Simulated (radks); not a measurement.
**The Coulomb parameter U of the 5d shell of Ta²⁺**

Aim: U as the second difference [E(n + 0.5) + E(n − 0.5) − 2E(n)]/0.5², with all orbitals relaxed. Bare: the atom's charge changes with n. Screened: the 6p shell takes up the change. The start is a model configuration, not necessarily the ground state.

Program: radks (a radial shooting solver on a logarithmic mesh, Libxc functionals) version 1. Level of theory: Dirac Kohn-Sham, BLYP, spin-unpolarised, spherical densities, finite nucleus; open shells are shared between the two j in proportion to 2j + 1. These are calculated values, not measurements, unless marked.

**1. The system**

```
element            : tantalum (Z = 73)
charge             : +2
electrons          : 71
configuration      : [Xe] 4f14 5d1 6p2
nuclear rms radius : 5.3507 fm
```

The outer shells:

Ta²⁺
```
[Xe] core
4f [↑↓][↑↓][↑↓][↑↓][↑↓][↑↓][↑↓]
5d [↑ ][  ][  ][  ][  ]
6p [↑ ][↑ ][  ]
```

**2. Start: [Xe] 4f14 5d1 6p2**

Settings of this run:

```text
Z 73
configuration [Xe] 4f14 5d1 6p2
relativity Dirac
functional b88,lyp
spin unpolarised
j_filling average
nucleus finite rms 5.3507 fm
c 137.035999084
```

**3. Bare +0.5: [Xe] 4f14 5d1.5 6p2**

Changes since step 2:

```diff
@@ -1,3 +1,3 @@
 Z 73
-configuration [Xe] 4f14 5d1 6p2
+configuration [Xe] 4f14 5d1.5 6p2
 relativity Dirac
```

**4. Bare -0.5: [Xe] 4f14 5d0.5 6p2**

Changes since step 3:

```diff
@@ -1,3 +1,3 @@
 Z 73
-configuration [Xe] 4f14 5d1.5 6p2
+configuration [Xe] 4f14 5d0.5 6p2
 relativity Dirac
```

**5. Screened +0.5: [Xe] 4f14 5d1.5 6p1.5**

Changes since step 4:

```diff
@@ -1,3 +1,3 @@
 Z 73
-configuration [Xe] 4f14 5d0.5 6p2
+configuration [Xe] 4f14 5d1.5 6p1.5
 relativity Dirac
```

**6. Screened -0.5: [Xe] 4f14 5d0.5 6p2.5**

Changes since step 5:

```diff
@@ -1,3 +1,3 @@
 Z 73
-configuration [Xe] 4f14 5d1.5 6p1.5
+configuration [Xe] 4f14 5d0.5 6p2.5
 relativity Dirac
```

Before running it: what results should come out?

The runs gave:

```tsv
quantity	value (eV)
U, bare	10.804
U, screened by 6p	1.838
```

What this shows: Letting 6p compensate leaves 17 % of the bare value; this second difference measures U(5d,5d) + U(6p,6p) − 2U(5d,6p). A solid screens further than the bare atom, so the bare value is an upper guide for the U of a crystal.
